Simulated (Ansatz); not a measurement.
# SrTiO3: the cost of one run

Program: Ansatz 0.2.0. Level of theory: DFT PBE, scalar-relativistic, plane waves, PAW. These are calculated values, not measurements.

## Step 1: The structure to begin with

The structure is cubic, space group Pm-3m (No. 221). The conventional cell has a = 3.905 Å, b = 3.905 Å, c = 3.905 Å, α = 90.00°, β = 90.00°, γ = 90.00°. Sr (site symmetry m-3m) is surrounded by 12 O at 2.76 Å. Around Ti (site symmetry m-3m) lie 6 O at 1.95 Å. O (site symmetry 4/mmm) has 2 Ti at 1.95 Å and 4 Sr at 2.76 Å as nearest neighbours.

Structure file:

```cif
data_structure
_symmetry_space_group_name_H-M 'P 1'
_symmetry_Int_Tables_number 1
_cell_length_a 7.8106
_cell_length_b 7.8106
_cell_length_c 7.8106
_cell_angle_alpha 90.000
_cell_angle_beta 90.000
_cell_angle_gamma 90.000
_cell_volume 476.48
loop_
_atom_site_label
_atom_site_type_symbol
_atom_site_fract_x
_atom_site_fract_y
_atom_site_fract_z
_atom_site_occupancy
Sr1 Sr 0.25000 0.25000 0.25000 1
Sr2 Sr 0.25000 0.25000 0.75000 1
Sr3 Sr 0.25000 0.75000 0.25000 1
Sr4 Sr 0.25000 0.75000 0.75000 1
Sr5 Sr 0.75000 0.25000 0.25000 1
Sr6 Sr 0.75000 0.25000 0.75000 1
Sr7 Sr 0.75000 0.75000 0.25000 1
Sr8 Sr 0.75000 0.75000 0.75000 1
Ti1 Ti 0.00000 0.00000 0.00000 1
Ti2 Ti 0.00000 0.00000 0.50000 1
Ti3 Ti 0.00000 0.50000 0.00000 1
Ti4 Ti 0.00000 0.50000 0.50000 1
Ti5 Ti 0.50000 0.00000 0.00000 1
Ti6 Ti 0.50000 0.00000 0.50000 1
Ti7 Ti 0.50000 0.50000 0.00000 1
Ti8 Ti 0.50000 0.50000 0.50000 1
O1 O 0.25000 0.00000 0.00000 1
O2 O 0.25000 0.00000 0.50000 1
O3 O 0.25000 0.50000 0.00000 1
O4 O 0.25000 0.50000 0.50000 1
O5 O 0.75000 0.00000 0.00000 1
O6 O 0.75000 0.00000 0.50000 1
O7 O 0.75000 0.50000 0.00000 1
O8 O 0.75000 0.50000 0.50000 1
O9 O 0.00000 0.25000 0.00000 1
O10 O 0.00000 0.25000 0.50000 1
O11 O 0.00000 0.75000 0.00000 1
O12 O 0.00000 0.75000 0.50000 1
O13 O 0.50000 0.25000 0.00000 1
O14 O 0.50000 0.25000 0.50000 1
O15 O 0.50000 0.75000 0.00000 1
O16 O 0.50000 0.75000 0.50000 1
O17 O 0.00000 0.00000 0.25000 1
O18 O 0.00000 0.00000 0.75000 1
O19 O 0.00000 0.50000 0.25000 1
O20 O 0.00000 0.50000 0.75000 1
O21 O 0.50000 0.00000 0.25000 1
O22 O 0.50000 0.00000 0.75000 1
O23 O 0.50000 0.50000 0.25000 1
O24 O 0.50000 0.50000 0.75000 1
```

The runs take a perfect supercell of 40 atoms; the defect goes to fractional position (0.250, 0.000, 0.000).

## Step 2: The perfect supercell

input.yaml reads:

```yaml
crystal:
  lattice:
    - [7.81056, 0.0, 0.0]
    - [0.0, 7.81056, 0.0]
    - [0.0, 0.0, 7.81056]
  atoms:
    - { symbol: Sr, position: [0.25, 0.25, 0.25] }
    - { symbol: Sr, position: [0.25, 0.25, 0.75] }
    - { symbol: Sr, position: [0.25, 0.75, 0.25] }
    - { symbol: Sr, position: [0.25, 0.75, 0.75] }
    - { symbol: Sr, position: [0.75, 0.25, 0.25] }
    - { symbol: Sr, position: [0.75, 0.25, 0.75] }
    - { symbol: Sr, position: [0.75, 0.75, 0.25] }
    - { symbol: Sr, position: [0.75, 0.75, 0.75] }
    - { symbol: Ti, position: [0.0, 0.0, 0.0] }
    - { symbol: Ti, position: [0.0, 0.0, 0.5] }
    - { symbol: Ti, position: [0.0, 0.5, 0.0] }
    - { symbol: Ti, position: [0.0, 0.5, 0.5] }
    - { symbol: Ti, position: [0.5, 0.0, 0.0] }
    - { symbol: Ti, position: [0.5, 0.0, 0.5] }
    - { symbol: Ti, position: [0.5, 0.5, 0.0] }
    - { symbol: Ti, position: [0.5, 0.5, 0.5] }
    - { symbol: O, position: [0.25, 0.0, 0.0] }
    - { symbol: O, position: [0.25, 0.0, 0.5] }
    - { symbol: O, position: [0.25, 0.5, 0.0] }
    - { symbol: O, position: [0.25, 0.5, 0.5] }
    - { symbol: O, position: [0.75, 0.0, 0.0] }
    - { symbol: O, position: [0.75, 0.0, 0.5] }
    - { symbol: O, position: [0.75, 0.5, 0.0] }
    - { symbol: O, position: [0.75, 0.5, 0.5] }
    - { symbol: O, position: [0.0, 0.25, 0.0] }
    - { symbol: O, position: [0.0, 0.25, 0.5] }
    - { symbol: O, position: [0.0, 0.75, 0.0] }
    - { symbol: O, position: [0.0, 0.75, 0.5] }
    - { symbol: O, position: [0.5, 0.25, 0.0] }
    - { symbol: O, position: [0.5, 0.25, 0.5] }
    - { symbol: O, position: [0.5, 0.75, 0.0] }
    - { symbol: O, position: [0.5, 0.75, 0.5] }
    - { symbol: O, position: [0.0, 0.0, 0.25] }
    - { symbol: O, position: [0.0, 0.0, 0.75] }
    - { symbol: O, position: [0.0, 0.5, 0.25] }
    - { symbol: O, position: [0.0, 0.5, 0.75] }
    - { symbol: O, position: [0.5, 0.0, 0.25] }
    - { symbol: O, position: [0.5, 0.0, 0.75] }
    - { symbol: O, position: [0.5, 0.5, 0.25] }
    - { symbol: O, position: [0.5, 0.5, 0.75] }
basis:
  ecutwfc: 420
  fft_grid_basis: typed
kpoints:
  mp_grid: { grid: [2, 2, 2] }
hamiltonian:
  xc: pbe
  pseudopotentials: { kind: paw }
scf:
  occupations: { method: gaussian, width: 0.05 }
output:
  forces: true
  stress: false
  eigenvalues: true
  bader: false
  write_density: true
  volumetric_format: npy
```

The run is started by

```
> ansatz run input.yaml --threads 4 --pin off --max-ram 10240MiB --backend cpu --events-out ev --progress --plain --runs-dir out
```

What time and memory should one allow on 4 threads of Arm Neoverse V1, shared host?

About 7.2 s, with a peak of 1.9 GiB.
